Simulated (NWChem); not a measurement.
# AlCl (aluminium monochloride) at B3LYP/def2-QZVPD

What is the electronic atomisation energy of AlCl (aluminium monochloride) at B3LYP/def2-QZVPD? 

The calculation is run with NWChem 7.3.0.

## Step 1: Starting point

The species is AlCl (2 atoms), meant as a singlet with charge 0. As SMILES, `[Al][Cl]`. Geometry: the measured bond length.

Bond lengths: Al1–Cl2 2.130 Å.

## Step 2: The energy at B3LYP/def2-QZVPD

Contents of m1.nw:

```
start m1
memory stack 880 mb heap 220 mb global 1100 mb

geometry units angstrom noautosym nocenter noautoz
 Al     0.000000     0.000000     0.000000
 Cl     0.000000     0.000000     2.130113
end

basis spherical bse
 Al library def2-QZVPD
 Cl library def2-QZVPD
end

dft
 xc b3lyp
 grid fine
 convergence energy 1e-08
 maxiter 100
 mulliken
 noprint "final vectors analysis"
end

task dft energy
```

On the command line:

```sh
$ nwchem m1.nw > m1.out
```

Output:

```text
[...]
          Wavefunction type:  closed shell.
          No. of atoms     :     2
          No. of electrons :    30
[...]
          Charge           :     0
          Spin multiplicity:     1
[...]
          AO basis - number of functions:   155
[...]
              XC Information
              --------------
                         B3LYP Method XC Potential
                     Hartree-Fock (Exact) Exchange  0.200
                        Slater Exchange Functional  0.800 local
                    Becke 1988 Exchange Functional  0.720 non-local
              Lee-Yang-Parr Correlation Functional  0.810
                  VWN I RPA Correlation Functional  0.190 local
[...]
 d= 0,ls=0.0,diis     1   -702.7249705528 -7.58D+02  4.60D-03  2.68D+00     4.9
[...]
 d= 0,ls=0.0,diis     8   -702.7636120078 -3.39D-09  1.09D-06  2.00D-07    32.2
         Total DFT energy =     -702.763612007824
      One electron energy =    -1082.414710681093
           Coulomb energy =      371.669920557958
    Exchange-Corr. energy =      -46.921154309745
 Nuclear repulsion energy =       54.902332425056
[...]
      Total Density - Mulliken Population Analysis
     ---------------------------------------------
    Atom       Charge   Shell Charges
 -----------   ------   -------------------------------------------------------
    1 Al  13    12.63   1.72 -0.01  0.25  0.41  1.03  0.55  0.54  0.96  0.38  0.01  5.42 -0.14  0.73  0.32  0.28  0.03  0.00  0.03  0.07  0.03  0.00  0.01  0.01  0.00
    2 Cl  17    17.37   1.65  0.00  0.29  0.31  1.05  0.63  0.46  1.11  0.45  0.02  5.87 -0.05  0.75  1.89  2.24  0.68  0.01  0.00  0.00  0.01  0.02  0.01  0.00  0.00  0.00
[...]
```

Run time: 33 s. Hardware: 1 thread of Intel Xeon 6975P-C (Granite Rapids), shared host; peak memory 0.13 GiB.

## Step 3: The Al atom, same level

Contents of al.nw:

```
start al
title "Al energy"
memory 2200 mb

geometry units angstroms noautosym nocenter noautoz
 Al     0.000000     0.000000     0.000000
end

basis spherical bse
 * library def2-QZVPD
end

dft
 xc b3lyp
 mult 2
 grid fine
 convergence energy 1e-08
 iterations 100
 mulliken
 noprint "final vectors analysis"
end

task dft
```

Run the same way, it converges to -242.39481 Eh (log not shown).

## Step 4: The Cl atom at the same level

Contents of job.nw:

```
start job
title "Cl energy"
memory stack 880 mb heap 220 mb global 1100 mb

geometry units bohr noautosym nocenter noautoz
Cl     0.00000000     0.00000000     0.00000000
end

basis spherical bse
Cl library def2-QZVPD
end

dft
xc b3lyp
mult 2
grid fine
convergence energy 1e-08
iterations 100
mulliken
print low
end

task dft
```

Run the same way, it converges to -460.18206 Eh (log not shown).

## Step 5: What came out

At B3LYP/def2-QZVPD:

| quantity | value |
| --- | --- |
| molecule: total energy | -702.76361 Eh |
| molecule: dipole moment | 1.58 D |
| Al atom: total energy | -242.39481 Eh |
| Al atom: ⟨S²⟩ | 0.755 |
| Cl atom: total energy | -460.18206 Eh |
| Cl atom: ⟨S²⟩ | 0.753 |
| electronic atomisation energy | 5.081 eV |

**Reading.** Taking the molecule apart into free atoms costs 5.08 eV (490 kJ/mol), before zero-point energy and without spin-orbit coupling.
